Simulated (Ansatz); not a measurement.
**BrH₃OSSi: single points with varied inputs**

Aim: run BrH₃OSSi under a spread of inputs, and see what each costs and gives.

Computed with Ansatz 0.2.0, Gaussian basis. Level: the settings change from run to run.

### 1 The geometry

An earlier PBE0-D4 in a triple-zeta def2 set relaxation fixed the geometry.

7 atoms, charge 0, spin multiplicity 1.

Atoms are counted from 1 here; the program's logs count them from 0.

Bond lengths: O1–Si2 1.628 Å, O1–H5 0.960 Å, Si2–S3 2.127 Å, Si2–Br4 2.224 Å, Si2–H6 1.472 Å, S3–H7 1.343 Å. Angles: Si2–O1–H5 118.0°, O1–Si2–S3 108.5°, O1–Si2–Br4 112.4°, O1–Si2–H6 105.9°, S3–Si2–Br4 108.8°, S3–Si2–H6 114.2°, Br4–Si2–H6 107.1°, Si2–S3–H7 94.0°.

Geometry (Å):

```xyz
7
charge 0, multiplicity 1
O     0.0367    1.6478   -0.3621
Si    0.1896    0.1855    0.3380
S     0.7024   -1.2327   -1.1621
Br   -1.6837   -0.4756    1.3373
H    -0.5748    1.7331   -1.0968
H     1.2072    0.3465    1.3894
H     0.1838   -2.2726   -0.4893
```

### 2 PBE0/aug-cc-pVTZ

This run has multiplicity 3, density fitting with cc-pVTZ-jkfit, a grid of angular degree 11, D3(BJ) with three-body dispersion.

File in.yaml:

```yaml
crystal:
  periodic: [false, false, false]
  atoms:
    - {symbol: O, position_ang: [0.036737, 1.647764, -0.362105]}
    - {symbol: Si, position_ang: [0.189629, 0.185490, 0.338029]}
    - {symbol: S, position_ang: [0.702435, -1.232652, -1.162080]}
    - {symbol: Br, position_ang: [-1.683718, -0.475636, 1.337252]}
    - {symbol: H, position_ang: [-0.574775, 1.733131, -1.096793]}
    - {symbol: H, position_ang: [1.207194, 0.346536, 1.389357]}
    - {symbol: H, position_ang: [0.183797, -2.272632, -0.489261]}
basis:
  gaussian: {orbitals: aug-cc-pVTZ, fitting: {mean_field: cc-pVTZ-jkfit}, final_grid: {core_spheres: 5, valence_spheres: 4, degree: 11}}
magnetization: {spin_polarized: true, initial_magnetization: 2}
hamiltonian: {xc: {name: PBE0}, dispersion: d3bjatm}
output: {forces: true}
```

Launch:

```bash
$ ansatz run in.yaml --threads 4 --pin off --events-out ev --progress --plain --max-ram 10444MiB
```

The program printed (excerpt; [...] marks lines left out):

```text
Functional definition: PBE0
  name "PBE0"
  cite "Adamo & Barone, J. Chem. Phys. 110, 6158 (1999) doi:10.1063/1.478522"
  cite "Perdew, Burke & Ernzerhof, Phys. Rev. Lett. 77, 3865 (1996) doi:10.1103/PhysRevLett.77.3865"
  parent pbe
[...]
618 factors; integrals over basis functions are off by at most 7.2e-1 eV
[...]
mean field -90838.94087256 eV, -3338.2695042208 hartree, gradient 2.4e-5 eV, S^2 2.007166; 6 other end points of the search recorded, 0 dependent functions left out
[...]
reference -90838.94093675 eV, -3338.2695065801 hartree; 39, 37 occupied and 235, 237 virtual orbitals, 618 factors
Total energy: -90839.12340162 eV, -3338.2762120402 hartree
Atom 0 at     0.036737     1.647764    -0.362105 Å, force    -0.095963     0.078692    -0.075324 eV/Å
Atom 1 at     0.189629     0.185490     0.338029 Å, force     0.034107     1.027994     1.061749 eV/Å
Atom 2 at     0.702435    -1.232652    -1.162080 Å, force     1.915967     1.928491    -2.711070 eV/Å
Atom 3 at    -1.683718    -0.475636     1.337252 Å, force    -0.603282    -0.213404     0.110770 eV/Å
Atom 4 at    -0.574775     1.733131    -1.096793 Å, force    -0.096603     0.147264    -0.117347 eV/Å
Atom 5 at     1.207194     0.346536     1.389357 Å, force     0.370602    -0.079765    -0.110840 eV/Å
Atom 6 at     0.183797    -2.272632    -0.489261 Å, force    -1.524830    -2.889273     1.842062 eV/Å
Dipole moment:     0.083487    -0.026216    -0.289261 e Å
```

Run time: 11 s. Hardware: 4 threads of Arm Neoverse V2, shared host; peak memory 0.68 GiB.

Largest force 3.839 eV/Å, dipole 1.45 D, ⟨S²⟩ 2.007.

### 3 PBE0-DH/def2-SVPD

Set apart from the defaults: density fitting with def2-universal-jkfit.

in.yaml: that of step 2 with these lines changed.

```diff
@@ -11,5 +11,4 @@
 basis:
-  gaussian: {orbitals: aug-cc-pVTZ, fitting: {mean_field: cc-pVTZ-jkfit}, final_grid: {core_spheres: 5, valence_spheres: 4, degree: 11}}
-magnetization: {spin_polarized: true, initial_magnetization: 2}
-hamiltonian: {xc: {name: PBE0}, dispersion: d3bjatm}
+  gaussian: {orbitals: def2-SVPD, fitting: {mean_field: def2-universal-jkfit}}
+hamiltonian: {xc: {name: PBE0-DH}}
 output: {forces: true}
```

The command is unchanged.

The program printed (excerpt; [...] marks lines left out):

```text
Functional definition: PBE0-DH
  name "PBE0-DH"
  cite "Brémond & Adamo, J. Chem. Phys. 135, 024106 (2011) doi:10.1063/1.3604569"
  cite "Perdew, Burke & Ernzerhof, Phys. Rev. Lett. 77, 3865 (1996) doi:10.1103/PhysRevLett.77.3865"
[...]
653 factors; integrals over basis functions are off by at most 3.2e-1 eV
[...]
mean field -90819.09811200 eV, -3337.5402962202 hartree, gradient 3.5e-6 eV, S^2 0.000000; 0 other end points of the search recorded, 0 dependent functions left out
20 core orbitals not correlated: weight in the atoms' cores, before any rotation towards them, 1.000 or more for the frozen orbitals, at most 0.000 for the correlated occupied ones
reference -90819.09814213 eV, -3337.5402973275 hartree; 18, 18 occupied and 101, 101 virtual orbitals, 653 factors
second order -22.57403572 eV of doubles, -0.00000000 eV of singles
[...]
Total energy: -90821.91989659 eV, -3337.6439948915 hartree
Atom 0 at     0.036737     1.647764    -0.362105 Å, force    -0.208149     0.587803    -0.436768 eV/Å
Atom 1 at     0.189629     0.185490     0.338029 Å, force     0.160549    -0.503091     0.454725 eV/Å
Atom 2 at     0.702435    -1.232652    -1.162080 Å, force     0.032221    -0.032381    -0.107490 eV/Å
Atom 3 at    -1.683718    -0.475636     1.337252 Å, force    -0.041308    -0.014488     0.004268 eV/Å
Atom 4 at    -0.574775     1.733131    -1.096793 Å, force     0.080192     0.066658     0.067368 eV/Å
Atom 5 at     1.207194     0.346536     1.389357 Å, force    -0.001141    -0.013856     0.006158 eV/Å
Atom 6 at     0.183797    -2.272632    -0.489261 Å, force    -0.022364    -0.090644     0.011739 eV/Å
Dipole moment:    -0.050764    -0.060004    -0.135215 e Å
```

Wall time 3.7 s (4 threads of Arm Neoverse V2, shared host).

Largest force 0.761 eV/Å, dipole 0.75 D.

### 4 rPW86-PBE/x2c-TZVPPall

This run has D3(BJ) with three-body dispersion.

in.yaml: that of step 3 with these lines changed.

```diff
@@ -11,4 +11,4 @@
 basis:
-  gaussian: {orbitals: def2-SVPD, fitting: {mean_field: def2-universal-jkfit}}
-hamiltonian: {xc: {name: PBE0-DH}}
+  gaussian: {orbitals: x2c-TZVPPall}
+hamiltonian: {xc: {name: rPW86-PBE}, dispersion: d3bjatm}
 output: {forces: true}
```

Same command.

The program printed (excerpt; [...] marks lines left out):

```text
Functional definition: rPW86-PBE
  name "rPW86-PBE"
  cite "Murray, Lee & Langreth, J. Chem. Theory Comput. 5, 2754 (2009) doi:10.1021/ct900365q"
  cite "Perdew, Burke & Ernzerhof, Phys. Rev. Lett. 77, 3865 (1996) doi:10.1103/PhysRevLett.77.3865"
  parent pbe
[...]
1300 factors; their error is unknown
[...]
mean field -91830.03890240 eV, -3374.6916850274 hartree, gradient 1.9e-5 eV, S^2 0.000000; 0 other end points of the search recorded, 0 dependent functions left out
[...]
reference -91830.03900117 eV, -3374.6916886570 hartree; 38, 38 occupied and 167, 167 virtual orbitals, 1300 factors
Total energy: -91830.24184621 eV, -3374.6991430745 hartree
Relativity: scalar
Atom 0 at     0.036737     1.647764    -0.362105 Å, force     0.223712     0.633420    -0.001186 eV/Å
Atom 1 at     0.189629     0.185490     0.338029 Å, force     0.239768    -0.315362     0.335972 eV/Å
Atom 2 at     0.702435    -1.232652    -1.162080 Å, force     0.204807    -0.126383    -0.395887 eV/Å
Atom 3 at    -1.683718    -0.475636     1.337252 Å, force    -0.401516    -0.134964     0.247924 eV/Å
Atom 4 at    -0.574775     1.733131    -1.096793 Å, force    -0.247925     0.056761    -0.307087 eV/Å
Atom 5 at     1.207194     0.346536     1.389357 Å, force     0.049726     0.045485     0.032161 eV/Å
Atom 6 at     0.183797    -2.272632    -0.489261 Å, force    -0.068572    -0.158958     0.088102 eV/Å
Dipole moment:    -0.064351    -0.047507    -0.160851 e Å
```

It took 3.9 s on 4 threads of Arm Neoverse V2, shared host.

Largest force 0.672 eV/Å, dipole 0.86 D.

### 5 revPBE/def2-TZVPD

This run has atoms shaken by 0.03 Å, D3(BJ) with three-body dispersion.

File in.yaml:

```yaml
crystal:
  periodic: [false, false, false]
  atoms:
    - {symbol: O, position_ang: [0.017545, 1.660354, -0.369591]}
    - {symbol: Si, position_ang: [0.201516, 0.156345, 0.350304]}
    - {symbol: S, position_ang: [0.661694, -1.229974, -1.185491]}
    - {symbol: Br, position_ang: [-1.679670, -0.438944, 1.344064]}
    - {symbol: H, position_ang: [-0.599107, 1.740085, -1.052450]}
    - {symbol: H, position_ang: [1.187632, 0.327887, 1.381269]}
    - {symbol: H, position_ang: [0.185266, -2.234303, -0.488192]}
basis:
  gaussian: {orbitals: def2-TZVPD}
hamiltonian: {xc: {name: revPBE}, dispersion: d3bjatm}
output: {forces: true}
```

Launched as before.

The program printed (excerpt; [...] marks lines left out):

```text
Functional definition: revPBE
  name "revPBE"
  cite "Zhang & Yang, Phys. Rev. Lett. 80, 890 (1998) doi:10.1103/PhysRevLett.80.890"
  cite "Perdew, Burke & Ernzerhof, Phys. Rev. Lett. 77, 3865 (1996) doi:10.1103/PhysRevLett.77.3865"
[...]
1325 factors; their error is unknown
[...]
mean field -90849.88252679 eV, -3338.6716025976 hartree, gradient 3.0e-5 eV, S^2 0.000000; 0 other end points of the search recorded, 0 dependent functions left out
[...]
reference -90849.88261028 eV, -3338.6716056656 hartree; 38, 38 occupied and 175, 175 virtual orbitals, 1325 factors
Total energy: -90850.35258885 eV, -3338.6888770597 hartree
Atom 0 at     0.017545     1.660354    -0.369591 Å, force     2.062845    -0.639237     2.314272 eV/Å
Atom 1 at     0.201516     0.156345     0.350304 Å, force    -0.628065     1.029966    -0.961217 eV/Å
Atom 2 at     0.661694    -1.229974    -1.185491 Å, force     0.553132     0.566445    -0.800268 eV/Å
Atom 3 at    -1.679670    -0.438944     1.344064 Å, force    -0.462967    -0.242255     0.308226 eV/Å
Atom 4 at    -0.599107     1.740085    -1.052450 Å, force    -1.803478     0.149396    -1.983458 eV/Å
Atom 5 at     1.187632     0.327887     1.381269 Å, force     0.677347     0.096041     0.570695 eV/Å
Atom 6 at     0.185266    -2.234303    -0.488192 Å, force    -0.398814    -0.960356     0.551752 eV/Å
Dipole moment:    -0.033894    -0.106182    -0.108255 e Å
```

It took 2.2 s on 4 threads of Arm Neoverse V2, shared host.

Largest force 3.165 eV/Å, dipole 0.75 D.

### 6 wB97X/def2-SVP

Set apart from the defaults: coordinates scaled by 1.12.

File in.yaml:

```yaml
crystal:
  periodic: [false, false, false]
  atoms:
    - {symbol: O, position_ang: [0.041146, 1.845495, -0.405557]}
    - {symbol: Si, position_ang: [0.212385, 0.207749, 0.378593]}
    - {symbol: S, position_ang: [0.786728, -1.380571, -1.301530]}
    - {symbol: Br, position_ang: [-1.885764, -0.532712, 1.497722]}
    - {symbol: H, position_ang: [-0.643748, 1.941106, -1.228408]}
    - {symbol: H, position_ang: [1.352058, 0.388120, 1.556080]}
    - {symbol: H, position_ang: [0.205853, -2.545348, -0.547972]}
basis:
  gaussian: {orbitals: def2-SVP}
hamiltonian: {xc: {name: wB97X}}
```

Same command.

The program printed (excerpt; [...] marks lines left out):

```text
Functional definition: wB97X
  name "wB97X"
  cite "Chai & Head-Gordon, J. Chem. Phys. 128, 084106 (2008) doi:10.1063/1.2834918"
  cite "Becke, J. Chem. Phys. 107, 8554 (1997) doi:10.1063/1.475007"
[...]
  # The coefficients of nought are those of the uniform gas.
[...]
      + exact_x_lr(omega)
[...]
      + integral(e_c_pw_opposite_spin*poly(b97_u_opposite, 1, cos1, cos2, cos3, cos4))
914 factors; integrals over basis functions are off by at most 1.3e-3 eV
254 factors; integrals over basis functions are off by at most 1.1e-5 eV
[...]
mean field -90840.55442632 eV, -3338.3288012278 hartree, gradient 5.3e-5 eV, S^2 0.000000; 0 other end points of the search recorded, 0 dependent functions left out
reference -90840.55439996 eV, -3338.3288002592 hartree; 38, 38 occupied and 59, 59 virtual orbitals, 914 factors
Total energy: -90840.55439996 eV, -3338.3288002592 hartree
```

Wall time 2 s (4 threads of Arm Neoverse V2, shared host).

### 7 r2SCAN/ANO-RCC-VTZP

Options: unrestricted orbitals, D3(BJ) dispersion, high accuracy.

File in.yaml:

```yaml
crystal:
  periodic: [false, false, false]
  atoms:
    - {symbol: O, position_ang: [0.036737, 1.647764, -0.362105]}
    - {symbol: Si, position_ang: [0.189629, 0.185490, 0.338029]}
    - {symbol: S, position_ang: [0.702435, -1.232652, -1.162080]}
    - {symbol: Br, position_ang: [-1.683718, -0.475636, 1.337252]}
    - {symbol: H, position_ang: [-0.574775, 1.733131, -1.096793]}
    - {symbol: H, position_ang: [1.207194, 0.346536, 1.389357]}
    - {symbol: H, position_ang: [0.183797, -2.272632, -0.489261]}
basis:
  gaussian: {orbitals: ANO-RCC-VTZP}
magnetization: {spin_polarized: true, initial_magnetization: 0}
hamiltonian: {xc: {name: r2SCAN}, dispersion: d3bj}
accuracy: high
```

Same command.

The program printed (excerpt; [...] marks lines left out):

```text
Warning: the engine holds no damping parameters fitted to this dispersion correction and functional, so the run takes those fitted to r2scan beside the three-body term, which d3bj leaves out (hamiltonian.dispersion, under Limitations)
Functional definition: r2SCAN
  name "r2SCAN"
  cite "Furness, Kaplan, Ning, Perdew & Sun, J. Phys. Chem. Lett. 11, 8208 (2020) doi:10.1021/acs.jpclett.0c02405"
  cite "Furness, Kaplan, Ning, Perdew & Sun, J. Phys. Chem. Lett. 11, 9248 (2020) doi:10.1021/acs.jpclett.0c03077"
  parent r2scan
[...]
3344 factors; integrals over basis functions are off by at most 4.7e-9 eV
[...]
mean field -91779.69953992 eV, -3372.8417475775 hartree, gradient 9.6e-8 eV, S^2 0.000000; 0 other end points of the search recorded, 0 dependent functions left out
reference -91779.69954861 eV, -3372.8417478967 hartree; 38, 38 occupied and 145, 145 virtual orbitals, 3344 factors
Total energy: -91779.75391066 eV, -3372.8437456652 hartree
Relativity: scalar
```

It took 66 s on 4 threads of Arm Neoverse V2, shared host; peak memory 1.2 GiB.

⟨S²⟩ 0.000.

### 8 revPBE0/6-31G

Set apart from the defaults: atoms shaken by 0.08 Å, a grid of angular degree 47, finite nuclei, high accuracy.

File in.yaml:

```yaml
crystal:
  periodic: [false, false, false]
  atoms:
    - {symbol: O, position_ang: [0.080950, 1.603548, -0.380670]}
    - {symbol: Si, position_ang: [0.215216, 0.357617, 0.221555]}
    - {symbol: S, position_ang: [0.877727, -1.186768, -1.296531]}
    - {symbol: Br, position_ang: [-1.519142, -0.400389, 1.242375]}
    - {symbol: H, position_ang: [-0.761881, 1.683489, -0.998951]}
    - {symbol: H, position_ang: [1.200947, 0.309640, 1.302841]}
    - {symbol: H, position_ang: [0.339268, -2.159357, -0.614192]}
basis:
  gaussian: {orbitals: 6-31G, final_grid: {core_spheres: 20, valence_spheres: 16, degree: 47}, nuclear_model: gaussian}
hamiltonian: {xc: {name: revPBE0}}
accuracy: high
```

Same command.

The program printed (excerpt; [...] marks lines left out):

```text
Functional definition: revPBE0
  name "revPBE0"
  cite "Zhang & Yang, Phys. Rev. Lett. 80, 890 (1998) doi:10.1103/PhysRevLett.80.890"
  cite "Adamo & Barone, J. Chem. Phys. 110, 6158 (1999) doi:10.1063/1.478522"
  cite "Perdew, Burke & Ernzerhof, Phys. Rev. Lett. 77, 3865 (1996) doi:10.1103/PhysRevLett.77.3865"
[...]
1430 factors; integrals over basis functions are off by at most 5.1e-9 eV
[...]
mean field -90831.49880743 eV, -3337.9960133718 hartree, gradient 3.8e-8 eV, S^2 0.000000; 0 other end points of the search recorded, 0 dependent functions left out
reference -90831.49881030 eV, -3337.9960134773 hartree; 38, 38 occupied and 32, 32 virtual orbitals, 1430 factors
Total energy: -90831.49881030 eV, -3337.9960134773 hartree
```

It took 1.6 s on 4 threads of Arm Neoverse V2, shared host.

### 9 HSE06/ANO-RCC-VTZP

This run has coordinates scaled by 0.96, D3(BJ) with three-body dispersion, high accuracy.

File in.yaml:

```yaml
crystal:
  periodic: [false, false, false]
  atoms:
    - {symbol: O, position_ang: [0.035268, 1.581853, -0.347621]}
    - {symbol: Si, position_ang: [0.182044, 0.178070, 0.324508]}
    - {symbol: S, position_ang: [0.674338, -1.183346, -1.115597]}
    - {symbol: Br, position_ang: [-1.616370, -0.456610, 1.283761]}
    - {symbol: H, position_ang: [-0.551784, 1.663805, -1.052921]}
    - {symbol: H, position_ang: [1.158907, 0.332675, 1.333783]}
    - {symbol: H, position_ang: [0.176445, -2.181727, -0.469690]}
basis:
  gaussian: {orbitals: ANO-RCC-VTZP}
hamiltonian: {xc: {name: HSE06}, dispersion: d3bjatm}
accuracy: high
output: {forces: true}
```

Same command.

The program printed (excerpt; [...] marks lines left out):

```text
Functional definition: HSE06
  name "HSE06"
  cite "Heyd, Scuseria & Ernzerhof, J. Chem. Phys. 118, 8207 (2003) doi:10.1063/1.1564060"
  cite "Krukau, Vydrov, Izmaylov & Scuseria, J. Chem. Phys. 125, 224106 (2006) doi:10.1063/1.2404663"
  cite "Heyd & Scuseria, J. Chem. Phys. 120, 7274 (2004) doi:10.1063/1.1668634"
  cite "Ernzerhof & Perdew, J. Chem. Phys. 109, 3313 (1998) doi:10.1063/1.476928"
  cite "Perdew, Burke & Ernzerhof, Phys. Rev. Lett. 77, 3865 (1996) doi:10.1103/PhysRevLett.77.3865"
  parent pbe
[...]
  # The whole range is PBE's own exchange, as in plane waves. The composition of these papers is wPBEh.
[...]
3330 factors; integrals over basis functions are off by at most 4.7e-9 eV
150 factors; integrals over basis functions are off by at most 1.6e-9 eV
[...]
mean field -91764.66554578 eV, -3372.2892584830 hartree, gradient 8.9e-8 eV, S^2 0.000000; 0 other end points of the search recorded, 0 dependent functions left out
[...]
reference -91764.66555138 eV, -3372.2892586888 hartree; 38, 38 occupied and 145, 145 virtual orbitals, 3330 factors
Total energy: -91764.82283657 eV, -3372.2950388132 hartree
Relativity: scalar
Atom 0 at     0.035268     1.581853    -0.347621 Å, force     1.008107     2.330512     0.312159 eV/Å
Atom 1 at     0.182044     0.178070     0.324508 Å, force     0.355022    -1.092885     0.997014 eV/Å
Atom 2 at     0.674338    -1.183346    -1.115597 Å, force     1.082771     0.019790    -2.073470 eV/Å
Atom 3 at    -1.616370    -0.456610     1.283761 Å, force    -1.402681    -0.480932     0.786858 eV/Å
Atom 4 at    -0.551784     1.663805    -1.052921 Å, force    -1.365369     0.413444    -1.727510 eV/Å
Atom 5 at     1.158907     0.332675     1.333783 Å, force     0.921642     0.126264     0.944687 eV/Å
Atom 6 at     0.176445    -2.181727    -0.469690 Å, force    -0.599492    -1.316193     0.760262 eV/Å
Dipole moment:    -0.086516    -0.049750    -0.150950 e Å
```

It took 2.1 min on 4 threads of Arm Neoverse V2, shared host; peak memory 1.3 GiB.

Largest force 2.558 eV/Å, dipole 0.87 D.

### 10 LC-wPBE/cc-pVTZ

File in.yaml:

```yaml
crystal:
  periodic: [false, false, false]
  atoms:
    - {symbol: O, position_ang: [0.036737, 1.647764, -0.362105]}
    - {symbol: Si, position_ang: [0.189629, 0.185490, 0.338029]}
    - {symbol: S, position_ang: [0.702435, -1.232652, -1.162080]}
    - {symbol: Br, position_ang: [-1.683718, -0.475636, 1.337252]}
    - {symbol: H, position_ang: [-0.574775, 1.733131, -1.096793]}
    - {symbol: H, position_ang: [1.207194, 0.346536, 1.389357]}
    - {symbol: H, position_ang: [0.183797, -2.272632, -0.489261]}
basis:
  gaussian: {orbitals: cc-pVTZ}
hamiltonian: {xc: {name: LC-wPBE}}
output: {forces: true}
```

Same command.

The program printed (excerpt; [...] marks lines left out):

```text
Functional definition: LC-wPBE
  name "LC-wPBE"
  cite "Vydrov & Scuseria, J. Chem. Phys. 125, 234109 (2006) doi:10.1063/1.2409292"
  cite "Heyd & Scuseria, J. Chem. Phys. 120, 7274 (2004) doi:10.1063/1.1668634"
  cite "Ernzerhof & Perdew, J. Chem. Phys. 109, 3313 (1998) doi:10.1063/1.476928"
  cite "Perdew, Burke & Ernzerhof, Phys. Rev. Lett. 77, 3865 (1996) doi:10.1103/PhysRevLett.77.3865"
  parent pbe
[...]
1264 factors; their error is unknown
353 factors; integrals over basis functions are off by at most 6.1e-5 eV
[...]
mean field -90845.20596114 eV, -3338.4997419796 hartree, gradient 4.8e-5 eV, S^2 0.000000; 0 other end points of the search recorded, 0 dependent functions left out
[...]
reference -90845.20596114 eV, -3338.4997419798 hartree; 38, 38 occupied and 145, 145 virtual orbitals, 1264 factors
Total energy: -90845.20596114 eV, -3338.4997419798 hartree
Atom 0 at     0.036737     1.647764    -0.362105 Å, force    -0.112553     0.126749    -0.132212 eV/Å
Atom 1 at     0.189629     0.185490     0.338029 Å, force     0.016917    -0.201219     0.112829 eV/Å
Atom 2 at     0.702435    -1.232652    -1.162080 Å, force    -0.093520    -0.026801     0.159989 eV/Å
Atom 3 at    -1.683718    -0.475636     1.337252 Å, force     0.123610     0.038623    -0.085211 eV/Å
Atom 4 at    -0.574775     1.733131    -1.096793 Å, force     0.044784     0.030216     0.035557 eV/Å
Atom 5 at     1.207194     0.346536     1.389357 Å, force    -0.025792    -0.033418    -0.022003 eV/Å
Atom 6 at     0.183797    -2.272632    -0.489261 Å, force     0.046554     0.065849    -0.068949 eV/Å
Dipole moment:    -0.053794    -0.040179    -0.144462 e Å
```

Wall time 2 s (4 threads of Arm Neoverse V2, shared host).

Largest force 0.231 eV/Å, dipole 0.77 D.

### 11 The runs in one table

```csv
level,charge,multiplicity,geometry,functions,energy (eV),time
PBE0/aug-cc-pVTZ,0,3,relaxed,274,-90839.123,11 s
PBE0-DH/def2-SVPD,0,1,relaxed,139,-90821.920,3.7 s
rPW86-PBE/x2c-TZVPPall,0,1,relaxed,205,-91830.242,3.9 s
revPBE/def2-TZVPD,0,1,shaken,213,-90850.353,2.2 s
wB97X/def2-SVP,0,1,scaled,97,-90840.554,2 s
r2SCAN/ANO-RCC-VTZP,0,1,relaxed,183,-91779.754,66 s
revPBE0/6-31G,0,1,shaken,70,-90831.499,1.6 s
HSE06/ANO-RCC-VTZP,0,1,scaled,183,-91764.823,2.1 min
LC-wPBE/cc-pVTZ,0,1,relaxed,183,-90845.206,2 s
```

### 12 Results

| quantity | value |
| --- | --- |
| runs | 9 |
| quickest | revPBE0/6-31G, 1.6 s |
| slowest | HSE06/ANO-RCC-VTZP, 2.1 min |
| spread of total energies, same state and geometry | 1008.3 eV |
| dipole, same state and geometry | 0.75 to 0.86 D |

In words: Run time spans a factor of 80, from revPBE0/6-31G to HSE06/ANO-RCC-VTZP. The jobs differ in tasks and options as well as level. The totals spread over 1008 eV; they can't be compared across methods or bases. Some of these runs are scalar-relativistic and others not, which shifts the totals of all-electron atoms past neon by several eV an atom and more; core potentials, where a basis has them, take the core out of the total altogether. At the PBE0-D4/def2-TZVP geometry and in the same state, the sound runs without point charges leave forces up to 0.76 eV/Å (PBE0-DH/def2-SVPD), against 3.2 eV/Å where the atoms were moved. At that geometry and state the dipole changes by 15 % between the lowest and highest value.
